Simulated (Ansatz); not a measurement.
**C2H4Se: geometry at several levels**

The task here is to estimate one member of a computed series from the others.

Computed with Ansatz 0.2.0 (the levels named in each step, unless a step's input says otherwise).

## The starting structure

Bond lengths: C1–C2 1.478 Å, C2–Se3 1.753 Å, C1–H4 1.087 Å, C1–H5 1.094 Å, C1–H6 1.089 Å, C2–H7 1.087 Å. Angles: C1–C2–Se3 125.7°, C1–C2–H7 115.4°, Se3–C2–H7 118.9°, C2–C1–H4 111.5°, C2–C1–H5 109.8°, C2–C1–H6 109.9°, H4–C1–H5 109.3°, H4–C1–H6 109.4°, H5–C1–H6 106.8°.

Coordinates:

```xyz
7

C    -2.1843    0.4549    0.4198
C    -0.7398    0.7519    0.5122
Se    0.5490   -0.2198   -0.1708
H    -2.3676   -0.4630   -0.1328
H    -2.7020    1.2837   -0.0722
H    -2.6089    0.3668    1.4187
H    -0.4834    1.6586    1.0538
```

Set-up of the first run:

input.yaml reads:

```yaml
crystal:
  periodic: [false, false, false]
  atoms:
    - { symbol: C, position_ang: [-2.18431, 0.45488, 0.41975] }
    - { symbol: C, position_ang: [-0.73984, 0.75189, 0.51218] }
    - { symbol: Se, position_ang: [0.54898, -0.21985, -0.17077] }
    - { symbol: H, position_ang: [-2.36764, -0.463, -0.13283] }
    - { symbol: H, position_ang: [-2.702, 1.28368, -0.07223] }
    - { symbol: H, position_ang: [-2.60893, 0.3668, 1.41873] }
    - { symbol: H, position_ang: [-0.48344, 1.65858, 1.05384] }
basis:
  gaussian: { orbitals: def2-SVP }
hamiltonian:
  xc: pbe
  dispersion: d4
relax:
  f_tol: 0.03
  max_steps: 200
```

Run with:

```
> ansatz run input.yaml --threads 2 --pin off --max-ram 5120MiB --backend cpu --events-out ev --progress --plain --runs-dir out
```

Among the steps run: A rough first relaxation, PBE-D4/def2-SVP; Relaxation, HF/STO-3G; Relaxation, HF/def2-SVP; Relaxation, LDA/def2-SVP; Relaxation, PBE-D4/def2-SVP; Relaxation, PBE0-D4/def2-TZVPP; Relaxation, MP2/def2-TZVPP.

One of the session's tables, all rows but one given; the rest of the session is left out.

It belongs to the step «Geometries side by side». 

```
             level  C1–C2 (Å)  C2–Se3 (Å)  dipole (D)
         HF/STO-3G     1.5242      1.6987        2.23
       HF/def2-SVP          ?           ?           ?
      LDA/def2-SVP     1.4710      1.7556        2.30
   PBE-D4/def2-SVP     1.4891      1.7719        2.22
PBE0-D4/def2-TZVPP     1.4783      1.7518        2.46
    MP2/def2-TZVPP     1.4889      1.7517        2.04
```

Q: Estimate the row for HF/def2-SVP from the others.

The run gave: C1–C2 (Å): 1.4921; C2–Se3 (Å): 1.7406; dipole (D): 2.66. In the column «C1–C2 (Å)» it lies between PBE-D4/def2-SVP (1.4891) and HF/STO-3G (1.5242).
